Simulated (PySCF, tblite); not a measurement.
# C₃H₁₄OSSi₃: geometry, infrared bands and NMR shifts

What infrared bands and NMR shifts should C₃H₁₄OSSi₃ (`C[Si@H]([SiH3])COCS[SiH3]`) show?

Computed with tblite 0.8.0 and PySCF 2.14.0, with density-fitted response routines of our own, on a single molecule in the gas phase. Atoms count from 0, in the outputs and in this text.

### 1 Starting geometry

22 atoms, charge 0, multiplicity 1; geometry from: force field or distance geometry start.

Bonds of the start (Å): C0–Si1 1.85, Si1–Si2 2.32, Si1–C3 1.88, C3–O4 1.45, O4–C5 1.43, C5–S6 1.81, S6–Si7 2.15, C0–H8 1.10, C0–H9 1.09, C0–H10 1.10, Si1–H11 1.48, Si2–H12 1.50, Si2–H13 1.48, Si2–H14 1.48, C3–H15 1.09, C3–H16 1.09, C5–H17 1.10, C5–H18 1.09, Si7–H19 1.48, Si7–H20 1.48, Si7–H21 1.49.

### 2 Optimising the geometry with GFN2-xTB

Job settings and geometry (Å):

```
{"job": {"kind": "relax", "xc": "GFN2-xTB", "basis": "xTB"}, "charge": 0, "multiplicity": 1}
C     -2.884000     0.114200     0.971700
Si    -1.964700    -0.223900    -0.600200
Si    -1.050500    -2.352600    -0.490200
C     -0.550100     0.993600    -0.843900
O      0.378200     1.070100     0.262100
C      1.486300     1.918200    -0.030100
S      2.819800     1.062600    -0.901000
Si     3.507700    -0.340400     0.572300
H     -3.708900    -0.596200     1.112500
H     -2.245200     0.051600     1.854100
H     -3.327100     1.121000     0.951900
H     -2.897200    -0.132800    -1.747000
H     -2.158100    -3.354000    -0.410200
H     -0.198800    -2.513800     0.707800
H     -0.253700    -2.616400    -1.708600
H     -0.987100     1.981800    -0.976600
H     -0.015500     0.715100    -1.749600
H      1.869500     2.292500     0.927100
H      1.172200     2.794000    -0.604000
H      3.791800     0.389500     1.833200
H      4.742800    -0.977600     0.077300
H      2.462300    -1.377100     0.790700
```

The run is started by

```sh
$ OMP_NUM_THREADS=1 python probes_run.py task.json out
```

This one command runs all jobs of the session in turn.

**Question.** This job is followed by: GFN2-xTB harmonic vibrations, gas phase; GIAO PBE0/pcSseg-1 NMR shielding, non-relativistic, gas phase. What will the session give for the following? strongest single infrared mode (GFN2-xTB); zero-point energy (GFN2-xTB); ¹³C shifts against TMS (PBE0/pcSseg-1); ¹H shifts against TMS (PBE0/pcSseg-1, means over atoms taken as alike); ²⁹Si shifts against TMS (PBE0/pcSseg-1); ¹⁷O shifts against H2O (PBE0/pcSseg-1); ³³S shifts against CS2 (PBE0/pcSseg-1).

**Answer**, as computed:

| quantity | value |
| --- | --- |
| strongest single infrared mode (GFN2-xTB) | 780 cm⁻¹, 541 km/mol |
| zero-point energy (GFN2-xTB) | 96.3 kcal/mol |
| ¹³C shifts against TMS (PBE0/pcSseg-1) | 81.3, 61.2, -6.2 ppm |
| ¹H shifts against TMS (PBE0/pcSseg-1, means over atoms taken as alike) | 5.17, 4.56, 4.52, 4.28, 4.28, 3.42, 2.87, 0.33 ppm |
| ²⁹Si shifts against TMS (PBE0/pcSseg-1) | -44.5, -56.9, -115.0 ppm |
| ¹⁷O shifts against H2O (PBE0/pcSseg-1) | 44.8 ppm |
| ³³S shifts against CS2 (PBE0/pcSseg-1) | -155 ppm |

**Reading.** Over 124 steps the energy fell by 0.332 eV; of the close pairs, C0–Si1 changed most, 1.852 to 1.904 Å. The lowest mode is slightly imaginary (18i cm⁻¹), a soft motion within the noise of the Hessian, so the minimum is not strictly shown. The strongest single mode, at 780 cm⁻¹, has its largest shares on H21, H19, H14 and H20 (the list is cut at 4 atoms). Unscaled tight-binding wavenumbers are off by several per cent, some by more. Its intensities can rank the bands wrongly. C5 (sp3 CH2 bonded to O and S) lies farthest downfield among carbon, at 81.3 ppm; pulled downfield by the heteroatom. At PBE0/pcSseg-1: Shielding is most anisotropic at S6 (span 452 ppm, paramagnetic term -399 ppm).
